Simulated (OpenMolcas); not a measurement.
# HfH4O4 (SMILES O[Hf](O)(O)O): a chain of runs

We compute a single-point energy (HF/ANO-RCC-MB), then a single-point energy (CASSCF(2,2)/ANO-RCC-VDZP), then an energy scan (CASPT2(2,2)/ANO-RCC-VDZP), then the energy along one coordinate (SC-NEVPT2(2,2)/ANO-RCC-VDZP), then the energy along one coordinate (MC-PDFT[tPBE](2,2)/ANO-RCC-VDZP) of HfH4O4. 

Program for the calculation: OpenMolcas 26.06.

## (1) The molecule

The species is HfH4O4 (9 atoms), meant as a singlet with charge 0. SMILES: `O[Hf](O)(O)O`. Geometry: relaxed at PBE0-D4/def2-TZVP. This is one conformer, not always the lowest.

Bond lengths: O1–Hf2 1.935 Å, Hf2–O3 1.935 Å, Hf2–O4 1.935 Å, Hf2–O5 1.935 Å, O1–H6 0.951 Å, O3–H7 0.951 Å, O4–H8 0.951 Å, O5–H9 0.951 Å. Angles: O1–Hf2–O3 109.7°, O1–Hf2–O4 109.3°, O1–Hf2–O5 109.3°, O3–Hf2–O4 109.3°, O3–Hf2–O5 109.3°, O4–Hf2–O5 109.7°, Hf2–O1–H6 155.7°, Hf2–O3–H7 155.6°, Hf2–O4–H8 155.7°, Hf2–O5–H9 155.6°.

## (2) The energy at HF/ANO-RCC-MB (DKH2) (run 1)

Contents of struct.xyz:

```xyz
9

O     -0.465480     0.093230     1.875660
Hf    -0.000030    -0.000030    -0.000040
O      1.882280     0.386640    -0.225910
O     -0.373310    -1.778130    -0.665360
O     -1.043620     1.298150    -0.984570
H     -0.650000    -0.255480     2.740830
H      2.637200     0.928630    -0.427210
H     -0.213580    -2.562040    -1.179310
H     -1.773460     1.889040    -1.134080
```

Contents of step1.inp:

```
* H4HfO4 Hartree-Fock

&GATEWAY
 COORD = struct.xyz
 BASIS = ANO-RCC-MB
 GROUP = NoSym

&SEWARD

&SCF
 PRORBITALS = 0

&LOCALISATION
 OCCUPIED
 FREEZE
 PIPEK-MEZEY

&LOCALISATION
 FILEORB = $Project.LocOrb
 VIRTUAL
 PIPEK-MEZEY
```

Run with:

```
$ export MOLCAS_MEM=1860
$ pymolcas step1.inp > step1.log
```

Log:

```text
--- Start Module: gateway ---
[...]
--- Stop Module: gateway /rc=_RC_ALL_IS_WELL_ ---
[...]
      Basis functions           67
[...]
       Convergence after   9 Iterations
[...]
::    Total SCF energy                             -15366.2123918115
[...]
      Total spin, S                                     0.0000000000
[...]
      Total electronic charge=  108.000000
      Total            charge=   -0.000000
[...]
      Dipole Moment (debye):
      Origin of the operator (angstrom)=   -0.0000   -0.0000   -0.0000
                   X=  5.7619E-04               Y=  4.2681E-04               Z=  8.9190E-04           Total=  1.1444E-03
      Quadrupole Moment (debye*angstrom):
[...]
--- Start Module: localisation ---
[...]
--- Stop Module: localisation /rc=_RC_ALL_IS_WELL_ ---
--- Start Module: localisation ---
[...]
--- Stop Module: localisation /rc=_RC_ALL_IS_WELL_ ---
[...]
```

Run time: 21 s. Hardware: 1 thread of Arm Neoverse V1, shared host; peak memory 0.45 GiB.

## (3) A single-point energy at CASSCF(2,2)/ANO-RCC-VDZP (DKH2, RICD fitting) (run 2)

struct.xyz is that of step 2.

Contents of step2.inp:

```
* H4HfO4 CASSCF
&GATEWAY
Coord
struct.xyz
Basis
ANO-RCC-MB
Group
NoSym
&SEWARD
&RASSCF
FileOrb
$CurrDir/step1.LocOrb
Alter
2
1 43 54
1 55 65
Spin
1
Nactel
2 0 0
Inactive
53
Ras2
2
OrbListing
Nothing
>>> COPY $Project.RunFile RUNFIL1
>>> COPY $Project.RasOrb INPORB
&GATEWAY
Coord
struct.xyz
Basis
ANO-RCC-VDZP
Group
NoSym
RICD
&SEWARD
>>> COPY $Project.RunFile RUNFIL2
&EXPBAS
&RASSCF
FileOrb
$Project.ExpOrb
Spin
1
Nactel
2 0 0
Inactive
53
Ras2
2
OrbListing
Nothing
OrbAppear
Compact
```

Run with:

```
$ export MOLCAS_MEM=1860
$ pymolcas step2.inp > step2.log
```

Log:

```text
--- Start Module: gateway ---
[...]
      Basis functions           67
[...]
      Number of active orbitals                  2
[...]
      Spin quantum number                      0.0
[...]
      Active orbitals                            2
[...]
      Number of CSFs                             3
[...]
      Number of root(s) required                 1
[...]
      Convergence after 13 iterations
[...]
      printout of CI-coefficients larger than  0.05 for root  1
      energy=  -15366.230410
      conf/sym  11     Coeff  Weight
             1  20   0.99516 0.99035
             3  02  -0.09823 0.00965
      Natural orbitals and occupation numbers for root  1
      sym 1:   1.980703   0.019297
      ************************************************************************************************************************
      *                                                    Final results                                                     *
[...]
::    RASSCF root number  1 Total energy: -15366.23041031
[...]
      Basis functions          144
[...]
      Convergence after 19 iterations
[...]
      Natural orbitals and occupation numbers for root  1
      sym 1:   1.983423   0.016577
      ************************************************************************************************************************
      *                                                    Final results                                                     *
[...]
::    RASSCF root number  1 Total energy: -15366.50263385
[...]
      Total electronic charge=  108.000000
      Total            charge=   -0.000000
[...]
      Dipole Moment (debye):
      Origin of the operator (angstrom)=   -0.0000   -0.0000   -0.0000
                   X=  2.1441E-02               Y=  2.5603E-02               Z= -9.3674E-02           Total=  9.9448E-02
      Quadrupole Moment (debye*angstrom):
[...]
```

Run time: 1.7 min. Hardware: 1 thread of Arm Neoverse V1, shared host; peak memory 0.6 GiB.

## (4) An energy scan at CASPT2(2,2)/ANO-RCC-VDZP (DKH2, RICD fitting, ipea shift 0.25 Eh, pt2 variant SS) (run 3)

Contents of step3.inp:

```
* H4HfO4 CASPT2
>>> EXPORT MOLCAS_PRINT=2
>>> COPY $CurrDir/step2.RasOrb $Project.RasOrb
>>> ForEach K in (1, 2, 3, 4, 5, 6, 7, 8, 9)

&GATEWAY
 COORD
 $CurrDir/point$K.xyz
 BASIS
 ANO-RCC-VDZP
 GROUP
 NoSym
 RICD

&SEWARD

&RASSCF
 FILEORB
 $Project.RasOrb
 SPIN
 1
 NACTEL
 2 0 0
 INACTIVE
 53
 RAS2
 2
 ORBLISTING
 Nothing
 ORBAPPEAR
 Compact

&CASPT2
 IMAGINARY
 0.2
 FROZEN
 34
>>> EndDo
```

Run with:

```
$ export MOLCAS_MEM=1860
$ pymolcas step3.inp > step3.log
```

Log:

```text
[...]
      Basis functions          144
[...]
      Number of active orbitals                  2
[...]
      Spin quantum number                      0.0
[...]
      Active orbitals                            2
[...]
      Number of CSFs                             3
[...]
      Number of root(s) required                 1
[...]
      Convergence after 13 iterations
[...]
      printout of CI-coefficients larger than  0.05 for root  1
      energy=  -15366.490110
      conf/sym  11     Coeff  Weight
             1  20   0.99714 0.99429
             3  02  -0.07555 0.00571
      Natural orbitals and occupation numbers for root  1
      sym 1:   1.988583   0.011417
      ************************************************************************************************************************
      *                                                    Final results                                                     *
[...]
::    RASSCF root number  1 Total energy: -15366.49011042
[...]
::    CASPT2 Root  1     Total energy: -15367.73640913
[...]
      Convergence after 13 iterations
[...]
      Natural orbitals and occupation numbers for root  1
      sym 1:   1.983415   0.016585
      ************************************************************************************************************************
      *                                                    Final results                                                     *
[...]
      Convergence after 16 iterations
[...]
      Convergence after 19 iterations
[...]
      Convergence after 22 iterations
[...]
::    RASSCF root number  1 Total energy: -15366.32386399
[...]
::    CASPT2 Root  1     Total energy: -15367.54673862
[...]
      Convergence after 25 iterations
[...]
::    RASSCF root number  1 Total energy: -15366.32400523
[...]
      Reference weight:           0.78624
[...]
::    CASPT2 Root  1     Total energy: -15367.54439717
[...]
```

Wall time 12 min (1 thread of Arm Neoverse V1, shared host); peak memory 0.6 GiB.

The scan, from its lowest point:

```tsv
H6–O1 (Å)	energy (kJ/mol)
0.856	36.8
0.951	0.0
1.046	16.0
1.189	86.2
1.379	205.5
1.616	344.9
1.902	467.3
2.282	534.8
2.853	540.9
```

## (5) The energy along one coordinate at SC-NEVPT2(2,2)/ANO-RCC-VDZP (DKH2, RICD fitting, pt2 variant SC-NEVPT2) (run 4)

Contents of step4.input:

```
>>> COPY $CurrDir/step2.RasOrb $Project.RasOrb
>>> ForEach K in (1, 2, 3, 4, 5, 6, 7, 8, 9)
&gateway
coord
$CurrDir/point$K.xyz
basis
ANO-RCC-VDZP
group
NoSym
ricd
&seward
&rasscf
fileorb
$Project.RasOrb
spin
1
nactel
2 0 0
inactive
53
ras2
2
orblisting
Nothing
orbappear
Compact
&caspt2
sc-nevpt2
frozen
34
>>> EndDo
```

Run with:

```
$ export MOLCAS_MEM=1860
$ pymolcas step4.input > step4.log
```

Log:

```text
--- Start Module: gateway ---
[...]
      Basis functions          144
[...]
      Number of active orbitals                  2
[...]
      Spin quantum number                      0.0
[...]
      Active orbitals                            2
[...]
      Number of CSFs                             3
[...]
      Number of root(s) required                 1
[...]
      Convergence after 13 iterations
[...]
      printout of CI-coefficients larger than  0.05 for root  1
      energy=  -15366.490110
      conf/sym  11     Coeff  Weight
             1  20   0.99714 0.99429
             3  02  -0.07555 0.00571
      Natural orbitals and occupation numbers for root  1
      sym 1:   1.988583   0.011417
      ************************************************************************************************************************
      *                                                    Final results                                                     *
[...]
::    RASSCF root number  1 Total energy: -15366.49011042
[...]
::    SC-NEVPT2 Root  1     Total energy: -15367.73548587
[...]
      Convergence after 13 iterations
[...]
      Natural orbitals and occupation numbers for root  1
      sym 1:   1.983415   0.016585
      ************************************************************************************************************************
      *                                                    Final results                                                     *
[...]
      Convergence after 16 iterations
[...]
      Convergence after 19 iterations
[...]
      Convergence after 22 iterations
[...]
::    RASSCF root number  1 Total energy: -15366.32386399
[...]
::    SC-NEVPT2 Root  1     Total energy: -15367.54234441
[...]
      Convergence after 25 iterations
[...]
::    RASSCF root number  1 Total energy: -15366.32400523
[...]
::    SC-NEVPT2 Root  1     Total energy: -15367.54035391
[...]
```

It took 12 min on 1 thread of Arm Neoverse V1, shared host; peak memory 0.6 GiB.

The scan, from its lowest point:

```tsv
H6–O1 (Å)	energy (kJ/mol)
0.856	39.8
0.951	0.0
1.046	13.2
1.189	80.4
1.379	199.8
1.616	345.2
1.902	476.4
2.282	546.9
2.853	552.2
```

## (6) The energy along one coordinate at MC-PDFT[tPBE](2,2)/ANO-RCC-VDZP (DKH2, RICD fitting) (run 5)

Contents of step5.input:

```
>>> EXPORT MOLCAS_PRINT=2
>>> COPY $CurrDir/step2.RasOrb $Project.RasOrb
>>> ForEach K in (1, 2, 3, 4, 5, 6, 7, 8, 9)

&GATEWAY
  Coord
  $CurrDir/point$K.xyz
  Basis
  ANO-RCC-VDZP
  Group
  NoSym
  RICD

&SEWARD

&RASSCF
  FileOrb
  $Project.RasOrb
  Spin
  1
  Nactel
  2 0 0
  Inactive
  53
  Ras2
  2
  OrbListing
  Nothing
  OrbAppear
  Compact

&MCPDFT
  KSDFT
  T:PBE
>>> EndDo
```

Run with:

```
$ export MOLCAS_MEM=1860
$ pymolcas step5.input > step5.log
```

Log:

```text
--- Start Module: gateway ---
[...]
      Basis functions          144
[...]
      Number of active orbitals                  2
[...]
      Spin quantum number                      0.0
[...]
      Active orbitals                            2
[...]
      Number of CSFs                             3
[...]
      Number of root(s) required                 1
[...]
      Convergence after 13 iterations
[...]
      printout of CI-coefficients larger than  0.05 for root  1
      energy=  -15366.490110
      conf/sym  11     Coeff  Weight
             1  20   0.99714 0.99429
             3  02  -0.07555 0.00571
      Natural orbitals and occupation numbers for root  1
      sym 1:   1.988583   0.011417
      ************************************************************************************************************************
      *                                                    Final results                                                     *
[...]
::    RASSCF root number  1 Total energy: -15366.49011042
[...]
::    MCPDFT root number  1 Total energy: -15372.93325903
[...]
      Convergence after 13 iterations
[...]
      Natural orbitals and occupation numbers for root  1
      sym 1:   1.983415   0.016585
      ************************************************************************************************************************
      *                                                    Final results                                                     *
[...]
      Convergence after 16 iterations
[...]
      Convergence after 19 iterations
[...]
      Convergence after 22 iterations
[...]
::    RASSCF root number  1 Total energy: -15366.32386399
[...]
::    MCPDFT root number  1 Total energy: -15372.73631205
[...]
      Convergence after 25 iterations
[...]
::    RASSCF root number  1 Total energy: -15366.32400523
[...]
::    MCPDFT root number  1 Total energy: -15372.73351385
[...]
```

It took 12 min on 1 thread of Arm Neoverse V1, shared host; peak memory 0.6 GiB.

The scan, from its lowest point:

```tsv
H6–O1 (Å)	energy (kJ/mol)
0.856	36.5
0.951	0.0
1.046	15.9
1.189	85.1
1.379	202.5
1.616	341.2
1.902	469.7
2.282	553.6
2.853	560.9
```

## (7) Results

| quantity | value |
| --- | --- |
| run 1, HF/ANO-RCC-MB: total energy | -15366.21239 Eh |
| run 1, HF/ANO-RCC-MB: dipole moment | 0.00 D |
| run 1, HF/ANO-RCC-MB: HOMO energy | -12.72 eV |
| run 1, HF/ANO-RCC-MB: LUMO energy | 5.27 eV |
| run 1, HF/ANO-RCC-MB: HOMO–LUMO gap | 17.99 eV |
| run 2, CASSCF(2,2)/ANO-RCC-VDZP: total energy | -15366.50263 Eh |
| run 2, CASSCF(2,2)/ANO-RCC-VDZP: dipole moment (CASSCF density) | 0.10 D |
| run 3, CASPT2(2,2)/ANO-RCC-VDZP: lowest energy of the scan | -15367.75041 Eh |
| run 4, SC-NEVPT2(2,2)/ANO-RCC-VDZP: lowest energy of the scan | -15367.75066 Eh |
| run 5, MC-PDFT[tPBE](2,2)/ANO-RCC-VDZP: lowest energy of the scan | -15372.94715 Eh |
